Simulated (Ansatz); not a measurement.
Crystal: TlB.

```xyz
2
Lattice="-2.1375 2.1375 2.3429 2.1375 -2.1375 2.3429 2.1375 2.1375 -2.3429" Properties=species:S:1:pos:R:3 pbc="T T T"
Tl    0.0000    0.0000    2.3429
B     0.0000    0.0000    0.0000
```

The cell was built by a generator and needn't be a form met in nature.

Base run:

```yaml
Program: Ansatz 0.2.0
Functional: r2SCAN
Potentials_or_basis: Ansatz PAW
Cutoff: "500 eV (not typed: the program's choice for these potentials)"
k_mesh: 7 × 7 × 7
Occupations: fermi-dirac, width 0.05 eV
Spin: spin-orbit coupling, no magnetisation
```

Its results: band gap on the k mesh none (metal or under the smearing width); pressure -6.4 GPa.

Question: The run is repeated on the same cell with these changes: spin from spin-orbit coupling, no magnetisation to no spin polarisation; potential files from those of the base run to others of the same set. What comes out?

Answer: Band gap on the k mesh none (metal or under the smearing width); pressure -5.6 GPa.

Caveats: the PAW data sets come from PBE, with cores solved anew for the run's functional, which leaves a small shift of forces and pressure; spin-orbit coupling is left out, which moves the levels of the heavy elements (some runs).
